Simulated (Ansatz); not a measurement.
# HF/3-21G run of C2H3AlFN (SMILES [CH3][Al]([F])[C]#N)

Aim: the energy change on altering one bond length of C2H3AlFN at HF/3-21G, from 2 runs. 

Program for the calculation: Ansatz 0.2.0.

114 further runs of the same task are left out: 114 set aside as unsound or not needed. Runs told in other sessions of the task aren't counted.

### Step 1. The system as given

C2H3AlFN: 8 atoms, total charge 0, spin state singlet. SMILES: `[CH3][Al]([F])[C]#N`. Geometry: relaxed at PBE0-D4/def2-TZVP.

Bond lengths: C1–Al2 1.922 Å, Al2–F3 1.642 Å, Al2–C4 1.932 Å, C4–N5 1.154 Å, C1–H6 1.094 Å, C1–H7 1.094 Å, C1–H8 1.092 Å. Angles: C1–Al2–F3 122.9°, C1–Al2–C4 123.0°, F3–Al2–C4 114.1°, Al2–C4–N5 177.1°, Al2–C1–H6 110.8°, Al2–C1–H7 110.8°, Al2–C1–H8 111.7°, H6–C1–H7 106.8°, H6–C1–H8 108.2°, H7–C1–H8 108.2°.

### Step 2. A single-point energy at HF/3-21G

Input file input.yaml:

```yaml
crystal:
  periodic: [false, false, false]
  atoms:
    - symbol: C
      position_ang: [-0.796200, -0.780200, 0.685800]
    - symbol: Al
      position_ang: [0.733700, 0.022200, -0.157100]
    - symbol: F
      position_ang: [2.249400, -0.595500, -0.030200]
    - symbol: C
      position_ang: [0.623900, 1.626000, -1.228300]
    - symbol: N
      position_ang: [0.500000, 2.584900, -1.857400]
    - symbol: H
      position_ang: [-0.942000, -1.805200, 0.332600]
    - symbol: H
      position_ang: [-0.659200, -0.835500, 1.769600]
    - symbol: H
      position_ang: [-1.709600, -0.216500, 0.485000]
basis:
  gaussian:
    orbitals: 3-21G.json
hamiltonian:
  xc: hf
accuracy: high
output: {orbitals: {seedname: orbitals}}
```

The basis set 3-21G is read from a file made from the Basis Set Exchange's data (not shown).

Run with:

```sh
$ ansatz run input.yaml --threads 1 --pin off --max-ram 2610MiB --events-out events.jsonl --progress --plain --runs-dir runs
```

The log of the run:

```text
Warning: RAYON_NUM_THREADS=1 ignored (pool sized by the plan → 1); use --threads N
Functional definition: HF
  name "HF"
  exchange = exact_x
  correlation = 0
1257 factors; integrals over basis functions are off by at most 1.1e-8 eV
mean field evaluation 1: about -12807.7876 eV, gradient 3.8e1 eV
mean field evaluation 2: about -12808.0750 eV, gradient 3.8e1 eV
mean field evaluation 4: about -12811.1692 eV, gradient 4.1e0 eV
mean field evaluation 8: about -12811.2358 eV, gradient 4.3e-1 eV
mean field evaluation 16: about -12811.2365 eV, gradient 2.5e-8 eV
mean field -12811.23647027 eV, -470.8042565145 hartree, gradient 3.1e-8 eV, S^2 0.000000; 0 other end points of the search recorded, 0 dependent functions left out
reference -12811.23647027 eV, -470.8042565145 hartree; 22, 22 occupied and 33, 33 virtual orbitals, 1257 factors
Total energy: -12811.23647027 eV, -470.8042565145 hartree
```

Run time: 0.74 s. Hardware: 1 thread of Arm Neoverse V2, shared host; peak memory 0.12 GiB.

### Step 3. The distorted shape, same level

Input file job.yaml:

```yaml
crystal:
  periodic: [false, false, false]
  atoms:
    - {symbol: C, position_ang: [-0.779731, -1.020749, 0.846466]}
    - {symbol: Al, position_ang: [0.750169, -0.218349, 0.003566]}
    - {symbol: F, position_ang: [2.265869, -0.836049, 0.130466]}
    - {symbol: C, position_ang: [0.623900, 1.626000, -1.228300]}
    - {symbol: N, position_ang: [0.500000, 2.584900, -1.857400]}
    - {symbol: H, position_ang: [-0.925531, -2.045749, 0.493266]}
    - {symbol: H, position_ang: [-0.642731, -1.076049, 1.930266]}
    - {symbol: H, position_ang: [-1.693131, -0.457049, 0.645666]}
basis:
  gaussian:
    orbitals: 3-21G.json
output:
  orbitals: {seedname: orbitals}
accuracy: high
total_charge: 0
hamiltonian:
  xc: hf
```

The basis set 3-21G is read from a file made from the Basis Set Exchange's data (not shown).

Run with:

```sh
$ ansatz run job.yaml --threads 1 --pin off --max-ram 2610MiB --events-out events.jsonl --progress --plain --runs-dir runs
```

The log of the run:

```text
Warning: RAYON_NUM_THREADS=1 ignored (pool sized by the plan → 1); use --threads N
Functional definition: HF
  name "HF"
  exchange = exact_x
  correlation = 0
1248 factors; integrals over basis functions are off by at most 2.9e-8 eV
mean field evaluation 1: about -12806.9489 eV, gradient 3.9e1 eV
mean field evaluation 2: about -12807.2316 eV, gradient 4.0e1 eV
mean field evaluation 4: about -12810.6717 eV, gradient 4.2e0 eV
mean field evaluation 8: about -12810.7474 eV, gradient 4.6e-1 eV
mean field evaluation 16: about -12810.7482 eV, gradient 2.9e-8 eV
mean field -12810.74824260 eV, -470.7863144784 hartree, gradient 3.5e-8 eV, S^2 0.000000; 0 other end points of the search recorded, 0 dependent functions left out
reference -12810.74824260 eV, -470.7863144784 hartree; 22, 22 occupied and 33, 33 virtual orbitals, 1248 factors
Total energy: -12810.74824260 eV, -470.7863144784 hartree
```

Wall time 0.74 s (1 thread of Arm Neoverse V2, shared host); peak memory 0.12 GiB.

### Step 4. Outcome

At HF/3-21G:

| quantity | value |
| --- | --- |
| first shape: total energy | -470.80426 Eh |
| first shape: HOMO energy | -12.58 eV |
| first shape: LUMO energy | 1.36 eV |
| first shape: HOMO–LUMO gap | 13.94 eV |
| distorted shape: total energy | -470.78631 Eh |
| distorted shape: HOMO energy | -12.38 eV |
| distorted shape: LUMO energy | 1.22 eV |
| distorted shape: HOMO–LUMO gap | 13.59 eV |
| energy change with the Al2–C4 bond stretched from 1.932 to 2.221 Å | 0.488 eV |

**Reading.** With the Al2–C4 bond stretched from 1.932 to 2.221 Å the energy rises by 0.49 eV (11.3 kcal/mol). The first shape isn't relaxed at this level, so the change isn't measured from a minimum.
